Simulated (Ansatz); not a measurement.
# TlAgTe2: equation of state

An exercise on one series of results from a longer session: the logs are not shown, and one member is left open.

Program: Ansatz 0.2.0. Level of theory: DFT LDA, scalar-relativistic. These are calculated values, not measurements.

1 further run of the same task is left out (it didn't finish).

## The structure to begin with

The structure is tetragonal, space group I-4m2 (No. 119). Conventional cell: a = 3.920 Å, b = 3.920 Å, c = 15.220 Å, α = 90.00°, β = 90.00°, γ = 90.00°. Tl (site symmetry -4m2) has 8 Te at 3.41 Å and 4 Tl at 3.92 Å in its first shell of neighbours. Around Ag (site symmetry -4m2) lie 4 Te at 2.67 Å. Te (site symmetry 2mm) has 2 Ag at 2.67 Å and 4 Tl at 3.41 Å in its first shell of neighbours.

Structure file:

```cif
data_structure
_symmetry_space_group_name_H-M 'I-4m2'
_symmetry_Int_Tables_number 119
_cell_length_a 3.9200
_cell_length_b 3.9200
_cell_length_c 15.2200
_cell_angle_alpha 90.000
_cell_angle_beta 90.000
_cell_angle_gamma 90.000
_cell_volume 233.88
loop_
_atom_site_label
_atom_site_type_symbol
_atom_site_symmetry_multiplicity
_atom_site_Wyckoff_symbol
_atom_site_fract_x
_atom_site_fract_y
_atom_site_fract_z
_atom_site_occupancy
Tl1 Tl 2 a 0.00000 0.00000 0.00000 1
Ag1 Ag 2 c 0.00000 0.50000 0.25000 1
Te1 Te 4 e 0.00000 0.00000 0.36900 1
```

The file gives the conventional cell by its symmetry; the runs use the cell typed in the input.

Atoms are numbered in the order of the input: Tl1, Ag2, Te3, Te4.

Set-up of the first run:

Contents of input.yaml:

```yaml
crystal:
  lattice:
    - [-1.9199887731, 1.9199887731, 7.4546502873]
    - [1.9199887731, -1.9199887731, 7.4546502873]
    - [1.9199887731, 1.9199887731, -7.4546502873]
  atoms:
    - { symbol: Tl, position: [0.0, 0.0, 0.0] }
    - { symbol: Ag, position: [0.75, 0.25, 0.5] }
    - { symbol: Te, position: [0.369, 0.369, 0.0] }
    - { symbol: Te, position: [0.631, 0.631, 0.0] }
kpoints:
  mp_grid: { grid: [13, 13, 13] }
  band_path:
    path:
      - [0.0, 0.0, 0.0]
      - [0.0, 0.0, 0.5]
      - [0.25, 0.25, 0.25]
      - [0.0, 0.5, 0.0]
      - [0.0, 0.0, 0.0]
      - [0.5, 0.5, -0.5]
      - [0.2665837537, 0.7334162463, -0.2665837537]
      - [-0.2665837537, 0.2665837537, 0.2665837537]
      - [0.0, 0.0, 0.0]
    npoints: 5
scf:
  occupations: { method: fermi_dirac, width: 0.05 }
hamiltonian:
  xc: lda
  pseudopotentials: { kind: all_electron, lapw: { basis_error: 0.0005 } }
output:
  forces: true
  stress: true
  eigenvalues: true
```

On the command line:

```
$ ansatz run input.yaml --threads 1 --pin off --max-ram 4096MiB --backend cpu --events-out ev --progress --plain --runs-dir out
```

Steps of the session up to this table: Volume × 0.94, LAPW; Volume × 0.94, PAW; Volume × 0.94, crystal datasets; Volume × 0.98, LAPW; Volume × 0.98, PAW; Volume × 0.98, crystal datasets; Volume × 1.01, LAPW; Volume × 1.01, PAW; Volume × 1.01, crystal datasets.

One of the session's tables, all rows but one given; the rest of the session is left out.

```
          method  volume (Å³/atom)  largest force (eV/Å)
            LAPW            27.481                 0.471
            LAPW            28.650                 0.238
            LAPW            29.527                     ?
             PAW            27.481                 0.469
             PAW            28.650                 0.237
             PAW            29.527                 0.089
crystal datasets            27.481                 0.472
crystal datasets            28.650                 0.239
crystal datasets            29.527                 0.091
```

Estimate the missing values for LAPW, 29.527.

**Answer.** largest force (eV/Å): 0.090. In the column «largest force (eV/Å)» it lies between PAW, 29.527 (0.089) and crystal datasets, 29.527 (0.091).

Caveats from the session: Warnings in the runs' records: gradients without spin orbit, crystal datasets made.
